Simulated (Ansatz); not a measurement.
# Alloy of ZnO and MgO (29 of 96 Zn sites exchanged), 192 atoms

How does this alloy cell relax, and what gap do PBEsol, PBE, r²SCAN and HSE06 give?

Method: density functional theory in Ansatz 0.2.0, PAW datasets, plane waves.

1 further run of the same task is left out (it didn't finish).

**1. Starting point**

192 atoms (29 Mg, 67 Zn, 96 O); a = 13.006 Å, b = 16.895 Å, c = 10.315 Å, α = 90.00°, β = 90.00°, γ = 90.00°. All atoms were shaken off their sites by about 0.02 Å along each axis.

The runs, in order: (2) PBEsol cell relaxation at the single k point (½, ½, ½), on 1 × NVIDIA GB300 Max-Q with 8 threads of Arm Neoverse-V2; (3) PBE single point at the Γ point alone, on 1 × NVIDIA GB300 Max-Q with 8 threads of Arm Neoverse-V2; (4) r²SCAN single point at the Γ point alone, on 1 × NVIDIA GB300 Max-Q with 8 threads of Arm Neoverse-V2; (5) HSE06 single point at the Γ point alone, on 1 × NVIDIA GB300 Max-Q with 8 threads of Arm Neoverse-V2.

**2. PBEsol relaxation of the cell and the positions**

File in.yaml:

```yaml
crystal:
  lattice:
    - [13.006115, 0.000000, 0.000000]
    - [0.000000, 16.895438, 0.000000]
    - [0.000000, 0.000000, 10.315220]
  atoms:
    - { symbol: Mg, position: [0.125626, 0.054760, 0.247895] }
    - { symbol: Mg, position: [0.001183, 0.223505, 0.745340] }
    - { symbol: Mg, position: [0.376297, 0.054130, 0.248514] }
    - { symbol: Mg, position: [0.246905, 0.221798, 0.243892] }
    - { symbol: Mg, position: [0.623961, 0.056343, 0.250623] }
    - { symbol: Mg, position: [0.374801, 0.388395, 0.750634] }
    - { symbol: Mg, position: [0.123228, 0.723141, 0.749355] }
    - { symbol: Mg, position: [0.998976, 0.889422, 0.745395] }
    - { symbol: Mg, position: [0.749607, 0.221833, 0.247889] }
    - { symbol: Mg, position: [0.501512, 0.556430, 0.745092] }
    - { symbol: Mg, position: [0.248914, 0.888915, 0.750492] }
    - { symbol: Mg, position: [0.748731, 0.556772, 0.747922] }
    - { symbol: Mg, position: [0.624185, 0.721110, 0.250305] }
    - { symbol: Mg, position: [0.751840, 0.887986, 0.250153] }
    - { symbol: Mg, position: [0.249952, 0.112072, 0.498530] }
    - { symbol: Mg, position: [0.127690, 0.277083, 0.498661] }
    - { symbol: Mg, position: [0.125393, 0.277967, 0.993618] }
    - { symbol: Mg, position: [0.501308, 0.112257, 0.499242] }
    - { symbol: Mg, position: [0.374441, 0.279086, 0.995152] }
    - { symbol: Mg, position: [0.122744, 0.612313, 0.497710] }
    - { symbol: Mg, position: [0.749760, 0.109293, 0.497569] }
    - { symbol: Mg, position: [0.753166, 0.111991, 0.996967] }
    - { symbol: Mg, position: [0.500523, 0.443551, 0.497564] }
    - { symbol: Mg, position: [0.128648, 0.945457, 0.497122] }
    - { symbol: Mg, position: [0.749627, 0.444823, 0.495969] }
    - { symbol: Mg, position: [0.872543, 0.610127, 0.497937] }
    - { symbol: Mg, position: [0.873316, 0.610088, 0.999458] }
    - { symbol: Mg, position: [0.622112, 0.944844, 0.496431] }
    - { symbol: Mg, position: [0.874681, 0.945834, 0.497180] }
    - { symbol: Zn, position: [0.124643, 0.055854, 0.747834] }
    - { symbol: Zn, position: [0.001864, 0.222562, 0.246651] }
    - { symbol: Zn, position: [0.376670, 0.053933, 0.748474] }
    - { symbol: Zn, position: [0.249772, 0.222351, 0.748454] }
    - { symbol: Zn, position: [0.122955, 0.386203, 0.246459] }
    - { symbol: Zn, position: [0.124539, 0.387916, 0.747521] }
    - { symbol: Zn, position: [0.999251, 0.556114, 0.248049] }
    - { symbol: Zn, position: [0.001948, 0.555270, 0.744133] }
    - { symbol: Zn, position: [0.621491, 0.054042, 0.746569] }
    - { symbol: Zn, position: [0.499675, 0.220429, 0.245082] }
    - { symbol: Zn, position: [0.500321, 0.222854, 0.750166] }
    - { symbol: Zn, position: [0.375101, 0.389802, 0.247209] }
    - { symbol: Zn, position: [0.248443, 0.557301, 0.247181] }
    - { symbol: Zn, position: [0.250650, 0.555361, 0.745455] }
    - { symbol: Zn, position: [0.126849, 0.723409, 0.248788] }
    - { symbol: Zn, position: [0.999515, 0.889521, 0.249024] }
    - { symbol: Zn, position: [0.878284, 0.056357, 0.248058] }
    - { symbol: Zn, position: [0.872053, 0.054800, 0.746137] }
    - { symbol: Zn, position: [0.750904, 0.224679, 0.749466] }
    - { symbol: Zn, position: [0.622493, 0.390020, 0.247105] }
    - { symbol: Zn, position: [0.625306, 0.387859, 0.749401] }
    - { symbol: Zn, position: [0.500013, 0.553472, 0.246348] }
    - { symbol: Zn, position: [0.377898, 0.722905, 0.249853] }
    - { symbol: Zn, position: [0.376199, 0.722286, 0.747413] }
    - { symbol: Zn, position: [0.249955, 0.888307, 0.245906] }
    - { symbol: Zn, position: [0.877705, 0.388733, 0.248216] }
    - { symbol: Zn, position: [0.876732, 0.388451, 0.748342] }
    - { symbol: Zn, position: [0.751461, 0.556738, 0.251856] }
    - { symbol: Zn, position: [0.626049, 0.724281, 0.750955] }
    - { symbol: Zn, position: [0.501757, 0.890873, 0.249778] }
    - { symbol: Zn, position: [0.503896, 0.891361, 0.744901] }
    - { symbol: Zn, position: [0.876172, 0.721006, 0.250589] }
    - { symbol: Zn, position: [0.876325, 0.721830, 0.750166] }
    - { symbol: Zn, position: [0.747992, 0.889073, 0.747117] }
    - { symbol: Zn, position: [0.996598, 0.109788, 0.495963] }
    - { symbol: Zn, position: [0.003074, 0.111550, 0.995015] }
    - { symbol: Zn, position: [0.249038, 0.109340, 0.997748] }
    - { symbol: Zn, position: [0.998927, 0.443738, 0.495795] }
    - { symbol: Zn, position: [0.999722, 0.444732, 0.001409] }
    - { symbol: Zn, position: [0.498332, 0.111217, 0.996479] }
    - { symbol: Zn, position: [0.376069, 0.277168, 0.495898] }
    - { symbol: Zn, position: [0.251064, 0.443370, 0.501757] }
    - { symbol: Zn, position: [0.250092, 0.444577, 0.001006] }
    - { symbol: Zn, position: [0.127209, 0.609919, 0.996372] }
    - { symbol: Zn, position: [0.001196, 0.776881, 0.496507] }
    - { symbol: Zn, position: [0.999282, 0.778971, 0.994099] }
    - { symbol: Zn, position: [0.623440, 0.278418, 0.498991] }
    - { symbol: Zn, position: [0.625703, 0.278276, 0.998566] }
    - { symbol: Zn, position: [0.502033, 0.444844, 0.998556] }
    - { symbol: Zn, position: [0.374942, 0.612159, 0.498312] }
    - { symbol: Zn, position: [0.374320, 0.611989, 0.996013] }
    - { symbol: Zn, position: [0.250324, 0.779124, 0.492744] }
    - { symbol: Zn, position: [0.254113, 0.778978, 0.997872] }
    - { symbol: Zn, position: [0.124956, 0.946168, 0.995136] }
    - { symbol: Zn, position: [0.877434, 0.275642, 0.499295] }
    - { symbol: Zn, position: [0.873425, 0.278337, 0.997813] }
    - { symbol: Zn, position: [0.749797, 0.444745, 0.995589] }
    - { symbol: Zn, position: [0.623699, 0.607857, 0.498588] }
    - { symbol: Zn, position: [0.625109, 0.612181, 0.998325] }
    - { symbol: Zn, position: [0.500244, 0.776112, 0.496868] }
    - { symbol: Zn, position: [0.501227, 0.779726, 0.994272] }
    - { symbol: Zn, position: [0.375317, 0.945738, 0.498296] }
    - { symbol: Zn, position: [0.371804, 0.944999, 0.996511] }
    - { symbol: Zn, position: [0.749920, 0.778833, 0.495944] }
    - { symbol: Zn, position: [0.749095, 0.775338, 0.000597] }
    - { symbol: Zn, position: [0.625026, 0.946328, 0.996882] }
    - { symbol: Zn, position: [0.872819, 0.942955, 0.999542] }
    - { symbol: O, position: [0.999489, 0.109712, 0.188377] }
    - { symbol: O, position: [0.003037, 0.112107, 0.691519] }
    - { symbol: O, position: [0.248883, 0.109076, 0.188694] }
    - { symbol: O, position: [0.248543, 0.113111, 0.687568] }
    - { symbol: O, position: [0.125325, 0.278062, 0.189029] }
    - { symbol: O, position: [0.123473, 0.277794, 0.688839] }
    - { symbol: O, position: [0.000564, 0.445598, 0.191185] }
    - { symbol: O, position: [0.000661, 0.443812, 0.690092] }
    - { symbol: O, position: [0.502569, 0.109158, 0.191944] }
    - { symbol: O, position: [0.502055, 0.112691, 0.688668] }
    - { symbol: O, position: [0.375834, 0.279932, 0.189689] }
    - { symbol: O, position: [0.371916, 0.275449, 0.691579] }
    - { symbol: O, position: [0.252432, 0.444458, 0.190945] }
    - { symbol: O, position: [0.250881, 0.443425, 0.689696] }
    - { symbol: O, position: [0.123142, 0.610973, 0.189990] }
    - { symbol: O, position: [0.124883, 0.609907, 0.686949] }
    - { symbol: O, position: [0.000253, 0.777395, 0.188664] }
    - { symbol: O, position: [0.001780, 0.777976, 0.688185] }
    - { symbol: O, position: [0.749378, 0.109341, 0.187118] }
    - { symbol: O, position: [0.749536, 0.113247, 0.688676] }
    - { symbol: O, position: [0.624279, 0.277917, 0.188381] }
    - { symbol: O, position: [0.622274, 0.277801, 0.688994] }
    - { symbol: O, position: [0.501687, 0.445166, 0.191222] }
    - { symbol: O, position: [0.498402, 0.445063, 0.689647] }
    - { symbol: O, position: [0.375271, 0.609901, 0.188638] }
    - { symbol: O, position: [0.376091, 0.609618, 0.689482] }
    - { symbol: O, position: [0.250264, 0.777904, 0.188479] }
    - { symbol: O, position: [0.246978, 0.774422, 0.686654] }
    - { symbol: O, position: [0.122766, 0.943931, 0.190126] }
    - { symbol: O, position: [0.125965, 0.945169, 0.693915] }
    - { symbol: O, position: [0.876337, 0.278490, 0.193702] }
    - { symbol: O, position: [0.878291, 0.276459, 0.689506] }
    - { symbol: O, position: [0.751303, 0.443399, 0.192349] }
    - { symbol: O, position: [0.747702, 0.444530, 0.691939] }
    - { symbol: O, position: [0.625969, 0.612082, 0.192842] }
    - { symbol: O, position: [0.627478, 0.612883, 0.689527] }
    - { symbol: O, position: [0.501341, 0.777360, 0.191884] }
    - { symbol: O, position: [0.499396, 0.776577, 0.692031] }
    - { symbol: O, position: [0.372870, 0.942420, 0.188230] }
    - { symbol: O, position: [0.375438, 0.943182, 0.688491] }
    - { symbol: O, position: [0.875470, 0.612220, 0.190660] }
    - { symbol: O, position: [0.873452, 0.611831, 0.691164] }
    - { symbol: O, position: [0.750497, 0.777974, 0.189308] }
    - { symbol: O, position: [0.747609, 0.778722, 0.690300] }
    - { symbol: O, position: [0.624356, 0.943749, 0.189126] }
    - { symbol: O, position: [0.625847, 0.945144, 0.692927] }
    - { symbol: O, position: [0.875493, 0.942852, 0.193423] }
    - { symbol: O, position: [0.876208, 0.944863, 0.688881] }
    - { symbol: O, position: [0.123825, 0.056711, 0.440522] }
    - { symbol: O, position: [0.124404, 0.057254, 0.939918] }
    - { symbol: O, position: [0.999719, 0.221936, 0.440568] }
    - { symbol: O, position: [0.998944, 0.221463, 0.937751] }
    - { symbol: O, position: [0.375334, 0.055551, 0.438370] }
    - { symbol: O, position: [0.373929, 0.054140, 0.940649] }
    - { symbol: O, position: [0.249490, 0.222092, 0.437916] }
    - { symbol: O, position: [0.253042, 0.222957, 0.941221] }
    - { symbol: O, position: [0.122604, 0.388404, 0.440646] }
    - { symbol: O, position: [0.122041, 0.389888, 0.940857] }
    - { symbol: O, position: [0.998634, 0.556506, 0.439283] }
    - { symbol: O, position: [0.998933, 0.554983, 0.941794] }
    - { symbol: O, position: [0.624391, 0.057014, 0.438954] }
    - { symbol: O, position: [0.624569, 0.054454, 0.935647] }
    - { symbol: O, position: [0.498272, 0.223833, 0.438049] }
    - { symbol: O, position: [0.500259, 0.221567, 0.941820] }
    - { symbol: O, position: [0.374464, 0.389294, 0.440273] }
    - { symbol: O, position: [0.376315, 0.389963, 0.939067] }
    - { symbol: O, position: [0.249728, 0.555150, 0.441019] }
    - { symbol: O, position: [0.252234, 0.555392, 0.944117] }
    - { symbol: O, position: [0.125578, 0.722767, 0.442670] }
    - { symbol: O, position: [0.126012, 0.723383, 0.940028] }
    - { symbol: O, position: [0.000867, 0.890271, 0.441289] }
    - { symbol: O, position: [0.004420, 0.888545, 0.938589] }
    - { symbol: O, position: [0.876405, 0.055092, 0.436787] }
    - { symbol: O, position: [0.872210, 0.057009, 0.939858] }
    - { symbol: O, position: [0.748931, 0.224215, 0.437881] }
    - { symbol: O, position: [0.748915, 0.224213, 0.941842] }
    - { symbol: O, position: [0.627221, 0.386849, 0.440029] }
    - { symbol: O, position: [0.626287, 0.389446, 0.937651] }
    - { symbol: O, position: [0.498819, 0.554335, 0.436576] }
    - { symbol: O, position: [0.501347, 0.555787, 0.936113] }
    - { symbol: O, position: [0.374402, 0.722863, 0.438915] }
    - { symbol: O, position: [0.376651, 0.721796, 0.937131] }
    - { symbol: O, position: [0.250083, 0.889957, 0.440121] }
    - { symbol: O, position: [0.249270, 0.889855, 0.941303] }
    - { symbol: O, position: [0.877212, 0.388048, 0.440995] }
    - { symbol: O, position: [0.875800, 0.388990, 0.944757] }
    - { symbol: O, position: [0.749822, 0.554731, 0.438838] }
    - { symbol: O, position: [0.750375, 0.554664, 0.939352] }
    - { symbol: O, position: [0.624705, 0.721351, 0.438989] }
    - { symbol: O, position: [0.625017, 0.723455, 0.940271] }
    - { symbol: O, position: [0.498006, 0.887648, 0.441151] }
    - { symbol: O, position: [0.499385, 0.889949, 0.938716] }
    - { symbol: O, position: [0.874982, 0.722696, 0.439044] }
    - { symbol: O, position: [0.874670, 0.721609, 0.941393] }
    - { symbol: O, position: [0.748210, 0.888886, 0.436971] }
    - { symbol: O, position: [0.750082, 0.887915, 0.940644] }
kpoints:
  mp_grid: { grid: [1, 1, 1], shift: [0.5, 0.5, 0.5] }
hamiltonian:
  xc: pbesol
scf:
  occupations: { method: fermi_dirac, width: 0.01 }
relax:
  f_tol: 0.03
  max_steps: 80
  escape_saddle: false
  adjacent_minimum: "off"
  cell: { fix: [alpha, beta, gamma] }
output:
  forces: true
  eigenvalues: true
  populations: true
```

On the command line:

```
$ ansatz run in.yaml --threads 8 --pin off --max-ram 118750MiB --runs-dir r --events-out ev --progress --plain --backend cuda --devices 0,
```

After this run come: PBE single point; r²SCAN single point; HSE06 on the same atoms.

Q: Predict the outcome of this session. Wanted: for each run, top filled to lowest empty.

The runs gave:

| level | time | k points | top filled to lowest empty (eV) |
| --- | --- | --- | --- |
| PBEsol, relaxation | 27 s (GPU) | (½, ½, ½) | 3.01 |
| PBE | 12 s (GPU) | Γ | 1.47 |
| r²SCAN | 18 s (GPU) | Γ | 1.94 |
| HSE06 | 4.2 min (GPU) | Γ | 3.20 |

```
     quantity                                                                         value
   relaxation                                              6 recorded steps, 1.54 eV gained
largest shift                                                0.08 Å (Zn83 and others alike)
 relaxed cell  a = 12.964 Å, b = 16.856 Å, c = 10.377 Å, α = 90.00°, β = 90.00°, γ = 90.00°
   mean bonds                                                      Mg–O 1.971, O–Zn 1.974 Å
```

Relaxation gains 1.54 eV, with shifts up to 0.08 Å (Zn83 and others alike), while the volume changes by +0.0 %. The mean lengths differ by only 0.00 Å, over all coordinations together. At the same k points, PBE gives a spacing 1.73 eV smaller and r²SCAN gives a spacing 1.27 eV smaller than the 3.20 eV of HSE06. The relaxation ran on other k points, so part of any difference from the later rows can come from the mesh. The HSE06 single point took about 21 times as long as the PBE one on the same kind of device. With one k point the spacing samples only the states that fold onto it, so it can exceed the gap over the zone.
